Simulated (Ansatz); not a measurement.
Write a Python script for Ansatz 0.2.0, Python API that makes a short molecular-dynamics run of H₂Se₂, SMILES [SeH][SeH]. Level of theory: BLYP, def2-SVP basis, multiplicity 1, D3BJ dispersion.

```xyz
4

Se    0.5937   -1.1989    0.3058
Se    0.4692    1.2073    0.0297
H    -0.8567   -1.1319    0.9769
H    -0.1508    1.0633   -1.3327
```

Script `h2se2.py`:
```python
"""Molecular dynamics of one H2Se2 molecule."""

import ansatz as az
import numpy as np

geometry_ang = [
    ("Se", [0.5937, -1.1989, 0.3058]),
    ("Se", [0.4692, 1.2073, 0.0297]),
    ("H", [-0.8567, -1.1319, 0.9769]),
    ("H", [-0.1508, 1.0633, -1.3327]),
]
mol = az.Crystal.molecule()
for symbol, xyz in geometry_ang:
    mol = mol.atom(symbol, xyz)

calculation = (
    mol.calculation()
    .basis(gaussian="def2-SVP")
    .functional("BLYP", dispersion="d3bj")
    .md("nve", timestep=0.25, steps=30, temperature=200, initial_velocities="maxwell_boltzmann", seed=42)
)
frames = []
done = calculation.session().plan().execute(on_event=lambda e: frames.append(e["data"]) if e["event"] == "md_step" else None)
print("t (fs)   E_pot (eV)      E_kin (eV)   T (K)   d(0-1) (A)")
for f in frames[::2]:
    xyz = np.array(f["positions_ang"])
    print(f"{f['time_fs']:6.2f} {f['lagrangian_ev']:14.5f} {f['e_kin_ev']:10.5f} {f['temperature_k']:8.1f} {np.linalg.norm(xyz[0] - xyz[1]):9.4f}")
kept = np.array([f["conserved_ev"] for f in frames])
print(f"conserved energy moves by at most {1000 * np.ptp(kept):.3f} meV")
```

`python h2se2.py` gives:
```text
t (fs)   E_pot (eV)      E_kin (eV)   T (K)   d(0-1) (A)
  0.00  -130717.95535    0.05170    200.0    2.4252
  0.50  -130717.96247    0.05881    227.5    2.4239
  1.00  -130717.97538    0.07170    277.4    2.4225
  1.50  -130717.99297    0.08927    345.3    2.4211
  2.00  -130718.01360    0.10987    425.0    2.4197
  2.50  -130718.03511    0.13133    508.0    2.4183
  3.00  -130718.05499    0.15117    584.8    2.4169
  3.50  -130718.07061    0.16675    645.0    2.4154
  4.00  -130718.07961    0.17572    679.7    2.4139
  4.50  -130718.08039    0.17649    682.7    2.4124
  5.00  -130718.07276    0.16889    653.3    2.4109
  5.50  -130718.05839    0.15457    597.9    2.4094
  6.00  -130718.04083    0.13708    530.3    2.4079
  6.50  -130718.02490    0.12123    468.9    2.4064
  7.00  -130718.01537    0.11175    432.3    2.4048
  7.50  -130718.01535    0.11174    432.2    2.4033
conserved energy moves by at most 0.288 meV
```

What to keep in mind:
- The settings weren't tested for convergence.
- The trajectory is only some femtoseconds long, so its temperature is not equilibrated; where the script doesn't relax first, it starts from a rough generated geometry.
- The temperature counts the internal degrees of freedom alone.
- Finished in 44 s on 1 thread of Arm Neoverse V1 (shared host), peak memory 0.2 GiB.
